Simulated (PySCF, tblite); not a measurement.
# C₆H₉ClS: a rotation path, then NMR shifts on frames, part 2 of 2

tblite 0.8.0 and PySCF 2.14.0. Atoms count from 0. Earlier steps stand in the parts before.

## 5. NMR shieldings: image 6, PBE0/pcSseg-1

Job settings and geometry (Å):

```
{"job": {"kind": "nmr", "xc": "PBE0", "basis": "pcSseg-1", "pop": false}, "charge": 0, "multiplicity": 1}
C      2.359500     1.161500    -0.680700
C      1.348000     0.128400    -0.327100
C      0.557300     0.116900     0.736900
Cl     0.642600     1.361500     1.952700
C     -0.539800    -0.876600     0.961900
C     -1.857100    -0.448600     0.363000
C     -1.864200     0.722000    -0.550600
S     -3.213600    -1.268800     0.711300
H      2.463500     1.898600     0.109900
H      2.049600     1.670600    -1.594300
H      3.325000     0.698200    -0.873300
H      1.236100    -0.681000    -1.037000
H     -0.265700    -1.836700     0.513400
H     -0.688700    -1.057800     2.029300
H     -1.132700     0.587500    -1.346900
H     -2.852100     0.868000    -0.979300
H     -1.574600     1.617900     0.000700
```

Level: GIAO PBE0/pcSseg-1 NMR shielding, non-relativistic, gas phase.

Log:

```text
coarse grid: 15344 points
cycle   1  E = -1091.6603077144  dE =  9.908e-01  |g| = 4.568e-01  |ddm| = 3.884e+00
cycle   2  E = -1091.5807302532  dE =  7.958e-02  |g| = 7.375e-01  |ddm| = 1.240e+00
cycle   3  E = -1091.7120441621  dE = -1.313e-01  |g| = 1.727e-01  |ddm| = 9.167e-01
cycle   4  E = -1091.7197485931  dE = -7.704e-03  |g| = 4.048e-02  |ddm| = 2.244e-01
cycle   5  E = -1091.7201331985  dE = -3.846e-04  |g| = 1.587e-02  |ddm| = 6.657e-02
cycle   6  E = -1091.7201974897  dE = -6.429e-05  |g| = 4.645e-03  |ddm| = 1.998e-02
cycle   7  E = -1091.7202021839  dE = -4.694e-06  |g| = 1.249e-03  |ddm| = 4.755e-03
final grid: 139088 points
cycle   8  E = -1091.7703139107  dE = -4.808e-05  |g| = 1.097e-02  |ddm| = 4.166e-02
cycle   9  E = -1091.7702492621  dE =  6.465e-05  |g| = 1.861e-02  |ddm| = 3.246e-02
cycle  10  E = -1091.7703413870  dE = -9.212e-05  |g| = 3.583e-03  |ddm| = 2.496e-02
cycle  11  E = -1091.7703446579  dE = -3.271e-06  |g| = 4.774e-04  |ddm| = 3.839e-03
cycle  12  E = -1091.7703447086  dE = -5.069e-08  |g| = 1.461e-04  |ddm| = 7.814e-04
cycle  13  E = -1091.7703447135  dE = -4.931e-09  |g| = 5.511e-05  |ddm| = 2.108e-04
cycle  14  E = -1091.7703447142  dE = -6.544e-10  |g| = 1.945e-05  |ddm| = 5.792e-05
converged SCF energy = -1091.7703447142

GIAO shielding tensors (ppm)
atom      isotropic    diamagn.    paramagn.     s11        s22        s33       span
  0 C      168.746     246.344     -77.598    154.443    167.892    183.903     29.461
  1 C       51.190     256.340    -205.150    -56.545     63.133    146.982    203.527
  2 C       42.153     259.108    -216.955    -59.629     81.127    104.961    164.590
  3 Cl     719.730    1148.339    -428.609    513.483    705.282    940.426    426.943
  4 C      121.240     247.469    -126.229    104.418    114.347    144.955     40.537
  5 C      -89.775     258.082    -347.857   -263.770   -147.344    141.789    405.558
  6 C      142.174     248.092    -105.917    119.241    132.829    174.454     55.213
  7 S     -486.122    1055.647   -1541.769  -1656.560   -400.660    598.854   2255.414
  8 H       29.082      29.608      -0.526     24.101     31.118     32.026      7.925
  9 H       29.863      28.377       1.486     25.505     27.639     36.445     10.940
 10 H       29.796      27.012       2.785     25.516     26.988     36.884     11.368
 11 H       25.802      34.148      -8.346     23.308     24.522     29.577      6.268
 12 H       27.683      30.847      -3.163     23.432     28.462     31.155      7.723
 13 H       27.662      30.546      -2.884     23.088     28.386     31.511      8.423
 14 H       28.586      30.818      -2.233     23.697     30.722     31.338      7.642
 15 H       28.630      29.147      -0.516     24.810     28.708     32.372      7.562
 16 H       28.820      29.562      -0.742     24.276     30.614     31.571      7.295
```

It took 44 s on 1 thread of Intel Xeon Platinum 8259CL at 2.50GHz, shared host; peak memory 0.88 GiB.

In short: δ C5 276.7, C2 144.8, C1 135.7, C4 65.7, H11 5.91, H13 4.06 ppm.

## 6. Nuclear shieldings: image 7, PBE0/pcSseg-1

Job settings and geometry (Å):

```
{"job": {"kind": "nmr", "xc": "PBE0", "basis": "pcSseg-1", "pop": false}, "charge": 0, "multiplicity": 1}
C      2.348200     1.229000    -0.612100
C      1.324400     0.187500    -0.323300
C      0.566800     0.094000     0.760700
Cl     0.712800     1.220700     2.079300
C     -0.542700    -0.898200     0.938400
C     -1.867400    -0.375200     0.443600
C     -1.845000     0.602200    -0.676000
S     -3.256800    -0.898100     1.097000
H      2.505100     1.876600     0.245300
H      2.016000     1.838200    -1.453800
H      3.291500     0.765200    -0.893100
H      1.176300    -0.550600    -1.100600
H     -0.312800    -1.803500     0.366500
H     -0.645400    -1.189900     1.985500
H     -1.255200     0.215300    -1.506500
H     -2.854300     0.821400    -1.013800
H     -1.368600     1.526700    -0.347100
```

Level: GIAO PBE0/pcSseg-1 NMR shielding, non-relativistic, gas phase.

Log:

```text
coarse grid: 15344 points
cycle   1  E = -1091.6616931088  dE =  9.889e-01  |g| = 4.556e-01  |ddm| = 3.879e+00
cycle   2  E = -1091.5855123073  dE =  7.618e-02  |g| = 7.283e-01  |ddm| = 1.208e+00
cycle   3  E = -1091.7132672731  dE = -1.278e-01  |g| = 1.723e-01  |ddm| = 8.856e-01
cycle   4  E = -1091.7209212058  dE = -7.654e-03  |g| = 4.033e-02  |ddm| = 2.224e-01
cycle   5  E = -1091.7213005336  dE = -3.793e-04  |g| = 1.596e-02  |ddm| = 6.537e-02
cycle   6  E = -1091.7213658280  dE = -6.529e-05  |g| = 4.627e-03  |ddm| = 2.023e-02
cycle   7  E = -1091.7213705034  dE = -4.675e-06  |g| = 1.206e-03  |ddm| = 4.673e-03
final grid: 139088 points
cycle   8  E = -1091.7709359028  dE = -4.802e-05  |g| = 1.116e-02  |ddm| = 4.209e-02
cycle   9  E = -1091.7708669294  dE =  6.897e-05  |g| = 1.912e-02  |ddm| = 3.263e-02
cycle  10  E = -1091.7709646186  dE = -9.769e-05  |g| = 3.553e-03  |ddm| = 2.519e-02
cycle  11  E = -1091.7709678232  dE = -3.205e-06  |g| = 4.935e-04  |ddm| = 3.754e-03
cycle  12  E = -1091.7709678770  dE = -5.378e-08  |g| = 1.638e-04  |ddm| = 7.921e-04
cycle  13  E = -1091.7709678832  dE = -6.262e-09  |g| = 6.094e-05  |ddm| = 2.224e-04
cycle  14  E = -1091.7709678840  dE = -7.999e-10  |g| = 2.067e-05  |ddm| = 6.406e-05
converged SCF energy = -1091.7709678840

GIAO shielding tensors (ppm)
atom      isotropic    diamagn.    paramagn.     s11        s22        s33       span
  0 C      168.779     246.268     -77.489    154.352    167.987    183.997     29.645
  1 C       51.377     256.319    -204.943    -54.330     62.213    146.247    200.577
  2 C       41.657     259.016    -217.359    -57.763     78.436    104.297    162.061
  3 Cl     725.533    1148.172    -422.639    522.291    713.581    940.727    418.436
  4 C      119.709     247.324    -127.615    107.611    108.992    142.524     34.913
  5 C      -88.385     258.517    -346.902   -261.526   -147.241    143.611    405.136
  6 C      142.450     248.088    -105.638    121.095    134.676    171.580     50.484
  7 S     -519.559    1055.623   -1575.181  -1721.094   -407.514    569.932   2291.026
  8 H       29.125      29.538      -0.413     24.050     31.155     32.170      8.120
  9 H       29.885      28.353       1.532     25.453     27.731     36.472     11.019
 10 H       29.803      27.056       2.748     25.584     27.002     36.824     11.240
 11 H       25.736      34.310      -8.574     23.609     24.323     29.276      5.667
 12 H       27.883      30.768      -2.884     24.351     27.894     31.405      7.054
 13 H       27.587      31.018      -3.431     23.624     27.663     31.474      7.849
 14 H       28.877      30.775      -1.898     24.547     30.217     31.866      7.319
 15 H       28.592      29.133      -0.541     24.802     28.625     32.350      7.549
 16 H       28.950      29.938      -0.989     24.508     30.776     31.565      7.058
```

Wall time 43 s (1 thread of Intel Xeon Platinum 8259CL at 2.50GHz, shared host); peak memory 0.88 GiB.

Key values: δ C5 275.3, C2 145.3, C1 135.5, C4 67.2, H11 5.98, H13 4.13 ppm.

## 7. NMR shieldings: image 8, PBE0/pcSseg-1

Job settings and geometry (Å):

```
{"job": {"kind": "nmr", "xc": "PBE0", "basis": "pcSseg-1", "pop": false}, "charge": 0, "multiplicity": 1}
C      2.521400     1.196000    -0.526600
C      1.456400     0.170900    -0.346500
C      0.538900     0.147800     0.609400
Cl     0.461100     1.388400     1.830700
C     -0.529000    -0.892800     0.765900
C     -1.910900    -0.350800     0.522300
C     -2.075000     0.589100    -0.616900
S     -3.156700    -0.800000     1.458400
H      2.460200     1.963700     0.238500
H      2.425700     1.662800    -1.506500
H      3.502500     0.725100    -0.478700
H      1.447700    -0.631200    -1.072900
H     -0.348100    -1.694600     0.042500
H     -0.489900    -1.326200     1.768100
H     -1.557400     0.217900    -1.500900
H     -3.127500     0.745500    -0.838000
H     -1.626600     1.549900    -0.358500
```

Method: GIAO PBE0/pcSseg-1 NMR shielding, non-relativistic, gas phase.

Log:

```text
coarse grid: 15344 points
cycle   1  E = -1091.6655001887  dE =  9.845e-01  |g| = 4.529e-01  |ddm| = 3.884e+00
cycle   2  E = -1091.5921523926  dE =  7.335e-02  |g| = 7.194e-01  |ddm| = 1.183e+00
cycle   3  E = -1091.7161617308  dE = -1.240e-01  |g| = 1.735e-01  |ddm| = 8.653e-01
cycle   4  E = -1091.7239445192  dE = -7.783e-03  |g| = 3.987e-02  |ddm| = 2.228e-01
cycle   5  E = -1091.7243201268  dE = -3.756e-04  |g| = 1.496e-02  |ddm| = 6.245e-02
cycle   6  E = -1091.7243765316  dE = -5.640e-05  |g| = 4.670e-03  |ddm| = 1.899e-02
cycle   7  E = -1091.7243813420  dE = -4.810e-06  |g| = 1.171e-03  |ddm| = 4.697e-03
final grid: 139088 points
cycle   8  E = -1091.7738357988  dE = -3.954e-05  |g| = 1.071e-02  |ddm| = 3.808e-02
cycle   9  E = -1091.7737717694  dE =  6.403e-05  |g| = 1.842e-02  |ddm| = 3.073e-02
cycle  10  E = -1091.7738619692  dE = -9.020e-05  |g| = 3.451e-03  |ddm| = 2.380e-02
cycle  11  E = -1091.7738649950  dE = -3.026e-06  |g| = 4.400e-04  |ddm| = 3.579e-03
cycle  12  E = -1091.7738650365  dE = -4.151e-08  |g| = 1.570e-04  |ddm| = 7.241e-04
cycle  13  E = -1091.7738650424  dE = -5.904e-09  |g| = 5.261e-05  |ddm| = 2.015e-04
cycle  14  E = -1091.7738650430  dE = -5.775e-10  |g| = 1.837e-05  |ddm| = 5.560e-05
converged SCF energy = -1091.7738650430

GIAO shielding tensors (ppm)
atom      isotropic    diamagn.    paramagn.     s11        s22        s33       span
  0 C      168.909     246.395     -77.486    154.265    168.101    184.361     30.096
  1 C       53.243     255.238    -201.995    -51.929     66.972    144.686    196.615
  2 C       42.184     259.831    -217.648    -55.734     78.497    103.788    159.522
  3 Cl     739.791    1148.435    -408.644    522.254    755.523    941.595    419.342
  4 C      118.699     246.626    -127.927    102.563    113.177    140.355     37.792
  5 C      -87.637     259.209    -346.846   -261.868   -146.246    145.205    407.073
  6 C      145.205     247.845    -102.640    120.951    135.583    179.083     58.132
  7 S     -546.083    1055.705   -1601.788  -1764.605   -418.675    545.032   2309.636
  8 H       29.091      29.829      -0.738     23.931     31.295     32.047      8.115
  9 H       29.918      28.062       1.855     25.646     27.459     36.647     11.001
 10 H       29.867      26.923       2.944     25.622     27.012     36.966     11.345
 11 H       25.674      33.950      -8.276     23.648     24.358     29.017      5.370
 12 H       28.036      31.374      -3.338     25.099     27.840     31.168      6.070
 13 H       27.444      30.772      -3.328     24.229     26.943     31.160      6.931
 14 H       28.838      30.453      -1.615     24.736     29.762     32.017      7.281
 15 H       28.600      28.806      -0.206     24.795     28.426     32.580      7.785
 16 H       28.789      29.578      -0.789     24.556     30.496     31.315      6.759
```

Wall time 42 s (1 thread of Intel Xeon Platinum 8259CL at 2.50GHz, shared host); peak memory 0.88 GiB.

Key values: δ C5 274.6, C2 144.7, C1 133.7, C4 68.2, H11 6.04, H13 4.27 ppm.

## 8. Side by side: NMR shifts

Shifts (ppm) of some atoms, chosen among heavy atoms and hydrogens apart, with basis size and wall time:

| frame | C2 | C4 | C6 | H12 | H14 | Cl3 | S7 | functions | time |
| --- | --- | --- | --- | --- | --- | --- | --- | --- | --- |
| image 0 | 140.5 | 66.1 | 45.5 | 4.06 | 3.86 | 223 | 961 | 195 | 44 s |
| image 3 | 142.9 | 67.3 | 42.1 | 4.37 | 3.25 | 246 | 995 | 195 | 47 s |
| image 6 | 144.8 | 65.7 | 44.8 | 4.03 | 3.13 | 230 | 990 | 195 | 44 s |
| image 7 | 145.3 | 67.2 | 44.5 | 3.83 | 2.84 | 224 | 1023 | 195 | 43 s |
| image 8 | 144.7 | 68.2 | 41.7 | 3.68 | 2.88 | 210 | 1050 | 195 | 42 s |

## 9. Summary of results

What follows sums up all 2 parts.

| quantity | value |
| --- | --- |
| barrier | 0.067 eV (1.5 kcal/mol) at image 6 |
| end to end (GFN2-xTB) | 0.031 eV |
| ¹³C shifts against TMS (PBE0/pcSseg-1, image 0) | 274.2, 140.5, 135.1, 66.1, 45.5, 18.7 ppm |
| ¹H shifts against TMS (PBE0/pcSseg-1, image 0) | 6.24, 4.06, 3.86, 3.83, 3.20, 2.84, 2.44, 1.80, 1.73 ppm |
| ³⁵Cl shifts against HCl (PBE0/pcSseg-1, image 0) | 223 ppm |
| ³³S shifts against CS2 (PBE0/pcSseg-1, image 0) | 961 ppm |
| range of the shift of S7 | 961 to 1050 ppm |

Along the band the dihedral turns by 127°, and the top (dihedral 11°) lies 1.5 kcal/mol above the start (GFN2-xTB, rough), so at room temperature this motion is fast. Ends this close can change order at a higher level. The top was not checked by a frequency run. Shifts at one fixed geometry are not the observed spectrum, which averages over the motion. In the first frame run (image 0): The largest span, 2130 ppm, is at S7, where the paramagnetic term is -1516 ppm. Across the 5 runs the shift of S7 moves most, between 961 (image 0) and 1050 ppm (image 8).
